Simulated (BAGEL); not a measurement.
**CH3ClF2Si (SMILES FC(F)[SiH2]Cl): HF/3-21G (density fitting with qzvpp-jkfit)**

What is the energy change on altering one bond length of CH3ClF2Si at HF/3-21G (density fitting with qzvpp-jkfit)? 

The results are computed with BAGEL 1.2.2.

### Step 1. The molecule

CH3ClF2Si: 8 atoms, total charge 0, spin state singlet. As SMILES, `FC(F)[SiH2]Cl`. Geometry: relaxed at GFN2-xTB. This is one conformer, not always the lowest.

Bond lengths: F1–C2 1.363 Å, C2–F3 1.362 Å, C2–Si4 1.944 Å, Si4–Cl5 1.998 Å, C2–H6 1.100 Å, Si4–H7 1.456 Å, Si4–H8 1.457 Å. Some angles: F1–C2–F3 105.9°, F1–C2–Si4 110.5°, F3–C2–Si4 110.6°, C2–Si4–Cl5 106.4°, F1–C2–H6 106.7°, F3–C2–H6 106.7°, Si4–C2–H6 115.9°, C2–Si4–H7 106.6°, C2–Si4–H8 105.9°, Cl5–Si4–H7 111.8°.

### Step 2. The energy at HF/3-21G (density fitting with qzvpp-jkfit)

File hf.json:

```json
{ "bagel" : [

{
  "title" : "molecule",
  "basis" : "3-21g",
  "df_basis" : "qzvpp-jkfit",
  "angstrom" : "true",
  "geometry" : [
    { "atom" : "F", "xyz" : [    0.012580,   -0.575640,    1.812580 ] },
    { "atom" : "C", "xyz" : [    0.648480,   -0.086290,    0.711180 ] },
    { "atom" : "F", "xyz" : [    1.641910,   -0.973670,    0.427490 ] },
    { "atom" : "Si", "xyz" : [   -0.589030,    0.055360,   -0.781940 ] },
    { "atom" : "Cl", "xyz" : [   -1.695220,    1.685130,   -0.445590 ] },
    { "atom" : "H", "xyz" : [    1.139070,    0.848720,    1.019520 ] },
    { "atom" : "H", "xyz" : [   -1.395900,   -1.156230,   -0.770430 ] },
    { "atom" : "H", "xyz" : [    0.238110,    0.202610,   -1.972810 ] }
  ]
},
{
  "title" : "hf",
  "charge" : 0
},
{
  "title" : "print",
  "file" : "orbitals.molden",
  "orbitals" : "true"
}

]}
```

The run is started by

```
BAGEL_NUM_THREADS=1 BAGEL hf.json > hf.out
```

The program printed:

```text
* using 1 threads per process

  ===============================================================
  ===============================================================

  *** Geometry ***

  { "atom" : "F", "xyz" : [      0.023773,     -1.087802,      3.425280 ] },
  { "atom" : "C", "xyz" : [      1.225450,     -0.163064,      1.343935 ] },
  { "atom" : "F", "xyz" : [      3.102760,     -1.839970,      0.807839 ] },
  { "atom" : "Si", "xyz" : [     -1.113105,      0.104615,     -1.477652 ] },
  { "atom" : "Cl", "xyz" : [     -3.203502,      3.184434,     -0.842043 ] },
  { "atom" : "H", "xyz" : [      2.152530,      1.603848,      1.926614 ] },
  { "atom" : "H", "xyz" : [     -2.637869,     -2.184958,     -1.455902 ] },
  { "atom" : "H", "xyz" : [      0.449963,      0.382877,     -3.728071 ] },

  Number of auxiliary basis functions:      539

  Since a DF basis is specified, we compute 2- and 3-index integrals:
    o Being stored without compression. Storage requirement is 0.015 GB

  Number of basis functions:       59
  Number of electrons      :       58

    * METHOD: MOLECULE                             0.56

  *** RHF ***

  === Nuclear Repulsion ===
   292.6642019687

      * DIIS with orbital gradients will be used.

  === RHF iteration (3-21g) ===
      0       -981.75675953          0.02160129           0.14
      1       -981.86850767          0.01271347           0.13
      2       -981.90580082          0.00124603           0.16
      3       -981.90673015          0.00027186           0.16
      4       -981.90678270          0.00009322           0.13
      5       -981.90678964          0.00002066           0.13
      6       -981.90678997          0.00000491           0.12
      7       -981.90678999          0.00000161           0.13
      8       -981.90678999          0.00000042           0.12
      9       -981.90678999          0.00000012           0.12
     10       -981.90678999          0.00000004           0.11
     11       -981.90678999          0.00000001           0.09
     12       -981.90678999          0.00000000           0.09
    * SCF iteration converged.

    * Permanent dipole moment:
           (   -0.188552,    -0.040400,     0.754138) a.u.

    * METHOD: HF                                   1.99

    * METHOD: PRINT                                0.00

  ===============================================================
```

It took 3.3 s on 1 thread of Intel Xeon at 2.50GHz (Skylake/Cascade Lake), shared host.

### Step 3. The distorted shape at the same level

File job.json:

```json
{ "bagel": [

{
  "title": "molecule",
  "basis": "3-21g",
  "df_basis": "qzvpp-jkfit",
  "angstrom": true,
  "geometry": [
    { "atom": "F", "xyz": [   -0.379894,   -1.323651,    1.565907 ] },
    { "atom": "C", "xyz": [    0.256006,   -0.834301,    0.464507 ] },
    { "atom": "F", "xyz": [    1.249436,   -1.721681,    0.180817 ] },
    { "atom": "Si", "xyz": [   -0.981504,   -0.692651,   -1.028613 ] },
    { "atom": "Cl", "xyz": [   -2.087694,    0.937119,   -0.692263 ] },
    { "atom": "H", "xyz": [    1.139070,    0.848720,    1.019520 ] },
    { "atom": "H", "xyz": [   -1.788374,   -1.904241,   -1.017103 ] },
    { "atom": "H", "xyz": [   -0.154364,   -0.545401,   -2.219483 ] }
  ]
},
{
  "title": "hf"
},
{
  "title": "print",
  "file": "orbitals.molden",
  "orbitals": true
}

]}
```

The run is started by

```
BAGEL_NUM_THREADS=1 BAGEL job.json > job.out
```

The program printed:

```text
* using 1 threads per process

  ===============================================================
  ===============================================================

  *** Geometry ***

  { "atom" : "F", "xyz" : [     -0.717896,     -2.501338,      2.959135 ] },
  { "atom" : "C", "xyz" : [      0.483781,     -1.576600,      0.877791 ] },
  { "atom" : "F", "xyz" : [      2.361092,     -3.253506,      0.341695 ] },
  { "atom" : "Si", "xyz" : [     -1.854774,     -1.308921,     -1.943797 ] },
  { "atom" : "Cl", "xyz" : [     -3.945170,      1.770898,     -1.308187 ] },
  { "atom" : "H", "xyz" : [      2.152530,      1.603848,      1.926614 ] },
  { "atom" : "H", "xyz" : [     -3.379537,     -3.598494,     -1.922046 ] },
  { "atom" : "H", "xyz" : [     -0.291706,     -1.030659,     -4.194215 ] },

  Number of auxiliary basis functions:      539

  Since a DF basis is specified, we compute 2- and 3-index integrals:
    o Being stored without compression. Storage requirement is 0.015 GB

  Number of basis functions:       59
  Number of electrons      :       58

    * METHOD: MOLECULE                             0.58

  *** RHF ***

  === Nuclear Repulsion ===
   289.1760865494

      * DIIS with orbital gradients will be used.

  === RHF iteration (3-21g) ===
      0       -981.58962046          0.02326557           0.13
      1       -981.70857215          0.01542956           0.13
      2       -981.76456739          0.00153190           0.12
      3       -981.76629891          0.00046788           0.10
      4       -981.76646588          0.00015663           0.10
      5       -981.76648833          0.00003784           0.14
      6       -981.76648947          0.00001091           0.09
      7       -981.76648954          0.00000377           0.11
      8       -981.76648955          0.00000135           0.14
      9       -981.76648955          0.00000046           0.12
     10       -981.76648955          0.00000018           0.13
     11       -981.76648955          0.00000005           0.13
     12       -981.76648955          0.00000002           0.09
     13       -981.76648955          0.00000001           0.12
    * SCF iteration converged.

    * Permanent dipole moment:
           (    0.076385,     0.368709,     0.923257) a.u.

    * METHOD: HF                                   2.02

    * METHOD: PRINT                                0.01

  ===============================================================
```

It took 3.3 s on 1 thread of Intel Xeon at 2.50GHz (Skylake/Cascade Lake), shared host.

### Step 4. Outcome

At HF/3-21G (density fitting with qzvpp-jkfit):

```
                                                         quantity          value
                                        first shape: total energy  -981.90679 Eh
                                       first shape: dipole moment         1.98 D
                                         first shape: HOMO energy      -12.24 eV
                                         first shape: LUMO energy        3.07 eV
                                       first shape: HOMO–LUMO gap       15.32 eV
                                    distorted shape: total energy  -981.76649 Eh
                                   distorted shape: dipole moment         2.53 D
                                     distorted shape: HOMO energy      -10.44 eV
                                     distorted shape: LUMO energy        1.41 eV
                                   distorted shape: HOMO–LUMO gap       11.85 eV
energy change with the C2–H6 bond stretched from 1.100 to 1.980 Å       3.818 eV
```

**Reading.** With the C2–H6 bond stretched from 1.100 to 1.980 Å the energy rises by 3.82 eV (88 kcal/mol). The first shape isn't relaxed at this level, so the change isn't measured from a minimum. A restricted reference can't describe the breaking bond well at this length.
